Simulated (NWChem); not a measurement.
# the pair GeH2···PH3: a chain of runs

We compute a single-point energy (singlet GePH5, B97-D/def2-SVP), then the energy (singlet GeH2, B97-D/def2-SVP), then a single-point energy (singlet PH3, B97-D/def2-SVP), then the energy (singlet GeH2, B97-D/def2-SVP), then the energy (singlet PH3, B97-D/def2-SVP) of GeH5P and its partners. 

Program for the calculation: NWChem 7.3.0.

## (1) The system as given

GePH5: 7 atoms, total charge 0, spin state singlet. The two molecules were placed rigidly side by side, at 0.9 times their contact distance; the pair isn't optimised.

Bond lengths: Ge1–H2 1.595 Å, Ge1–H3 1.594 Å, P4–H5 1.420 Å, P4–H6 1.420 Å, P4–H7 1.420 Å. Angles: H2–Ge1–H3 90.6°, H5–P4–H6 93.1°, H5–P4–H7 93.1°, H6–P4–H7 93.1°.

## (2) The energy at B97-D/def2-SVP (run 1)

Input file work.nw:

```
start work
memory stack 880 mb heap 220 mb global 1100 mb

geometry noautosym nocenter noautoz
   Ge    -0.570100     0.405100    -0.263700
   H      0.783000     0.743600     0.509000
   H     -0.212900    -1.148700    -0.245300
   P      2.187710    -2.103810    -2.066800
   H      1.773880    -1.919110    -0.721280
   H      3.409260    -2.719910    -1.687310
   H      1.509230    -3.345220    -2.186100
end

basis spherical bse
   Ge library def2-SVP
   H library def2-SVP
   P library def2-SVP
end

dft
   xc becke97-d
   grid fine
   convergence energy 1e-08
   maxiter 100
   mulliken
   print low
end

task dft energy
```

Started as:

```
$ nwchem work.nw > work.out
```

Log, shortened:

```text
[...]
 d= 0,ls=0.0,diis     1  -2421.9364844764 -2.54D+03  1.10D-02  1.81D-01     2.3
[...]
 d= 0,ls=0.0,diis    10  -2421.9643821595 -2.91D-10  1.24D-07  7.22D-11    16.7
         Total DFT energy =    -2421.964382159508
      One electron energy =    -3605.051072231721
           Coulomb energy =     1170.670687034461
    Exchange-Corr. energy =     -105.197273428734
 Nuclear repulsion energy =      117.618415825428
    Dispersion correction =       -0.005139358942
[...]
      Total Density - Mulliken Population Analysis
     ---------------------------------------------
    Atom       Charge   Shell Charges
 -----------   ------   -------------------------------------------------------
    1 Ge  32    31.78   2.00  2.00  2.00  1.49  0.38  6.00  5.98  1.03  0.86  8.13  1.76  0.15
    2 H    1     1.11   0.72  0.38  0.01
    3 H    1     1.11   0.72  0.38  0.01
    4 P   15    14.96   2.00  1.98  1.24  0.51  5.93  1.51  1.70  0.08
    5 H    1     1.00   0.73  0.25  0.02
    6 H    1     1.02   0.74  0.26  0.02
    7 H    1     1.02   0.74  0.26  0.02
[...]
```

Wall time 17 s (1 thread of Intel Xeon Platinum 8259CL at 2.50GHz (Skylake/Cascade Lake), shared host); peak memory 0.12 GiB.

## (3) GeH2: a single-point energy at B97-D/def2-SVP (run 2)

Input file run.nw:

```
start run
memory 2200 mb

geometry noautosym nocenter noautoz
   Ge   -0.570100    0.405100   -0.263700
   H     0.783000    0.743600    0.509000
   H    -0.212900   -1.148700   -0.245300
end

basis spherical bse
   * library def2-SVP
end

dft
   xc becke97-d
   mult 1
   grid fine
   convergence energy 1e-08
   iterations 100
   mulliken
   print low
end

task dft energy
```

Started as:

```
$ nwchem run.nw > run.out
```

Log, shortened:

```text
[...]
 d= 0,ls=0.0,diis     1  -2078.9080030156 -2.10D+03  1.74D-02  9.43D-02     1.3
[...]
 d= 0,ls=0.0,diis     8  -2078.9235588561 -7.19D-11  3.24D-07  2.48D-10     5.3
         Total DFT energy =    -2078.923558856087
      One electron energy =    -2939.339158147901
           Coulomb energy =      919.796901189446
    Exchange-Corr. energy =      -80.854525566778
 Nuclear repulsion energy =       21.473703583477
    Dispersion correction =       -0.000479914330
[...]
      Total Density - Mulliken Population Analysis
     ---------------------------------------------
    Atom       Charge   Shell Charges
 -----------   ------   -------------------------------------------------------
    1 Ge  32    31.79   2.00  2.00  2.00  1.49  0.39  6.00  5.98  1.03  0.87  8.13  1.76  0.15
    2 H    1     1.10   0.72  0.38  0.01
    3 H    1     1.10   0.72  0.38  0.01
[...]
```

Run time: 6 s. Hardware: 1 thread of Intel Xeon Platinum 8259CL at 2.50GHz (Skylake/Cascade Lake), shared host; peak memory 0.11 GiB.

## (4) PH3: the energy at B97-D/def2-SVP (run 3)

Input file struct.nw:

```
start struct
title "H3P"
memory stack 880 mb heap 220 mb global 1100 mb

geometry noautosym nocenter noautoz
   P        2.187710      -2.103810      -2.066800
   H        1.773880      -1.919110      -0.721280
   H        3.409260      -2.719910      -1.687310
   H        1.509230      -3.345220      -2.186100
end

basis "ao basis" spherical bse
   * library def2-SVP
end

dft
   xc becke97-d
   grid fine
   convergence energy 1e-08
   iterations 100
   mulliken
   print low
end

task dft
```

Started as:

```
$ nwchem struct.nw > struct.out
```

Log, shortened:

```text
[...]
 d= 0,ls=0.0,diis     1   -343.0260435008 -3.61D+02  1.13D-02  8.76D-02     0.5
[...]
 d= 0,ls=0.0,diis     7   -343.0391133484 -8.06D-10  2.24D-07  2.59D-11     2.5
         Total DFT energy =     -343.039113348359
      One electron energy =     -508.505141663631
           Coulomb energy =      172.266192034256
    Exchange-Corr. energy =      -24.341010797404
 Nuclear repulsion energy =       17.542538524174
    Dispersion correction =       -0.001691445754
[...]
      Total Density - Mulliken Population Analysis
     ---------------------------------------------
    Atom       Charge   Shell Charges
 -----------   ------   -------------------------------------------------------
    1 P   15    14.94   2.00  1.98  1.24  0.51  5.93  1.51  1.68  0.09
    2 H    1     1.02   0.74  0.26  0.02
    3 H    1     1.02   0.74  0.26  0.02
    4 H    1     1.02   0.74  0.26  0.02
[...]
```

Run time: 3.3 s. Hardware: 1 thread of Intel Xeon Platinum 8259CL at 2.50GHz (Skylake/Cascade Lake), shared host; peak memory 0.11 GiB.

## (5) GeH2 among ghost functions: a single-point energy at B97-D/def2-SVP (with ghost functions) (run 4)

Input file geh2.nw:

```
start geh2
memory total 2200 mb

geometry units angstroms noautosym nocenter noautoz
 Ge      -0.570100       0.405100      -0.263700
 H        0.783000       0.743600       0.509000
 H       -0.212900      -1.148700      -0.245300
 bqP      2.187710    -2.103810    -2.066800
 bqH      1.773880    -1.919110    -0.721280
 bqH      3.409260    -2.719910    -1.687310
 bqH      1.509230    -3.345220    -2.186100
end

basis spherical bse
 Ge library def2-SVP
 H library def2-SVP
 bqP library P def2-SVP
 bqH library H def2-SVP
end

dft
 xc becke97-d
 grid fine
 convergence energy 1e-08
 maxiter 100
 mulliken
 print low
end

task dft energy
```

Started as:

```
$ nwchem geh2.nw > geh2.out
```

Log, shortened:

```text
[...]
 d= 0,ls=0.0,diis     1  -2078.9080895506 -2.10D+03  9.86D-03  9.57D-02     2.1
[...]
 d= 0,ls=0.0,diis     8  -2078.9237730438  1.28D-09  2.04D-06  7.49D-09    13.0
         Total DFT energy =    -2078.923773043796
      One electron energy =    -2939.322004384896
           Coulomb energy =      919.778556395856
    Exchange-Corr. energy =      -80.853548723902
 Nuclear repulsion energy =       21.473703583477
    Dispersion correction =       -0.000479914330
[...]
      Total Density - Mulliken Population Analysis
     ---------------------------------------------
    Atom       Charge   Shell Charges
 -----------   ------   -------------------------------------------------------
    1 Ge  32    31.79   2.00  2.00  2.00  1.49  0.38  6.00  5.98  1.04  0.87  8.13  1.76  0.15
    2 H    1     1.11   0.72  0.38  0.01
    3 H    1     1.10   0.72  0.37  0.01
    4 X    0    -0.00   0.00  0.00  0.00 -0.00  0.00 -0.00 -0.00 -0.00
    5 X    0     0.01  -0.00  0.01 -0.00
    6 X    0     0.00   0.00  0.00  0.00
    7 X    0     0.00  -0.00  0.00  0.00
[...]
```

Wall time 14 s (1 thread of Intel Xeon Platinum 8259CL at 2.50GHz (Skylake/Cascade Lake), shared host); peak memory 0.12 GiB.

## (6) PH3 among ghost functions: the energy at B97-D/def2-SVP (with ghost functions) (run 5)

Input file h3p.nw:

```
start h3p
title "H3P energy"
memory 2200 mb
charge 0
geometry units angstroms noautosym nocenter noautoz
   P        2.187710      -2.103810      -2.066800
   H        1.773880      -1.919110      -0.721280
   H        3.409260      -2.719910      -1.687310
   H        1.509230      -3.345220      -2.186100
   bqGe    -0.570100     0.405100    -0.263700
   bqH      0.783000     0.743600     0.509000
   bqH     -0.212900    -1.148700    -0.245300
end
basis "ao basis" spherical bse
   P library def2-SVP
   H library def2-SVP
   bqGe library Ge def2-SVP
   bqH library H def2-SVP
end
dft
   xc becke97-d
   grid fine
   convergence energy 1e-08
   iterations 100
   mulliken
   noprint "final vectors analysis"
end
task dft energy
```

Started as:

```
$ nwchem h3p.nw > h3p.out
```

Log, shortened:

```text
[...]
          Wavefunction type:  closed shell.
          No. of atoms     :     7
          No. of electrons :    18
[...]
          Charge           :     0
          Spin multiplicity:     1
[...]
          AO basis - number of functions:    75
[...]
              XC Information
              --------------
                   Becke 97-D Method XC Functional
                  Becke 1997-D Exchange Functional  1.000
                Becke 1997-D Correlation Potential  1.000
[...]
 d= 0,ls=0.0,diis     1   -343.0263147856 -3.61D+02  4.98D-03  8.83D-02     2.0
[...]
 d= 0,ls=0.0,diis     7   -343.0393940138 -8.11D-10  3.37D-07  2.75D-10    10.7
         Total DFT energy =     -343.039394013837
      One electron energy =     -508.495225812304
           Coulomb energy =      172.254806336460
    Exchange-Corr. energy =      -24.339821616414
 Nuclear repulsion energy =       17.542538524174
    Dispersion correction =       -0.001691445754
[...]
      Total Density - Mulliken Population Analysis
     ---------------------------------------------
    Atom       Charge   Shell Charges
 -----------   ------   -------------------------------------------------------
    1 P   15    14.94   2.00  1.98  1.24  0.51  5.93  1.51  1.68  0.09
    2 H    1     1.01   0.74  0.25  0.02
    3 H    1     1.02   0.74  0.26  0.02
    4 H    1     1.02   0.74  0.26  0.02
    5 X    0     0.00   0.00  0.00  0.00 -0.00  0.00 -0.00  0.00 -0.00  0.00 -0.00 -0.00  0.00
    6 X    0     0.00  -0.00  0.00  0.00
    7 X    0     0.00  -0.00  0.00  0.00
[...]
```

It took 11 s on 1 thread of Intel Xeon Platinum 8259CL at 2.50GHz (Skylake/Cascade Lake), shared host; peak memory 0.12 GiB.

## (7) Summary of results

```
                                                                                                               quantity           value
                                                                                    run 1, B97-D/def2-SVP: total energy  -2421.96438 Eh
                                                                               run 1, B97-D/def2-SVP: dispersion energy   -13.49 kJ/mol
                                                                                                     GeH2: total energy  -2078.92356 Eh
                                                                                                GeH2: dispersion energy    -1.26 kJ/mol
                                                                                                      PH3: total energy   -343.03911 Eh
                                                                                                 PH3: dispersion energy    -4.44 kJ/mol
                                                                               GeH2 among ghost functions: total energy  -2078.92377 Eh
                                                                          GeH2 among ghost functions: dispersion energy    -1.26 kJ/mol
                                                                                PH3 among ghost functions: total energy   -343.03939 Eh
                                                                               PH3 among ghost functions: dipole moment          0.86 D
                                                                           PH3 among ghost functions: dispersion energy    -4.44 kJ/mol
              interaction energy of the rigid parts GeH2 and PH3 (parts in their own basis; closest atoms 2.18 Å apart)       -0.047 eV
interaction energy of the rigid parts GeH2 and PH3 (parts in the whole basis, counterpoise; closest atoms 2.18 Å apart)       -0.033 eV
```

The interaction energy of the rigid parts GeH2 and PH3 (parts in their own basis; closest atoms 2.18 Å apart) is −0.05 eV (−4.5 kJ/mol): the parts attract. Without counterpoise this holds the superposition error of the basis. The interaction energy of the rigid parts GeH2 and PH3 (parts in the whole basis, counterpoise; closest atoms 2.18 Å apart) is −0.03 eV (−0.8 kcal/mol): the parts attract. The basis-set superposition error is 1.3 kJ/mol. Mulliken charges (run 1, B97-D/def2-SVP) run from -0.11 on H2 to +0.22 on Ge1; they depend strongly on the basis. Mulliken charges (GeH2) run from -0.10 on H2 to +0.21 on Ge1; they depend strongly on the basis.
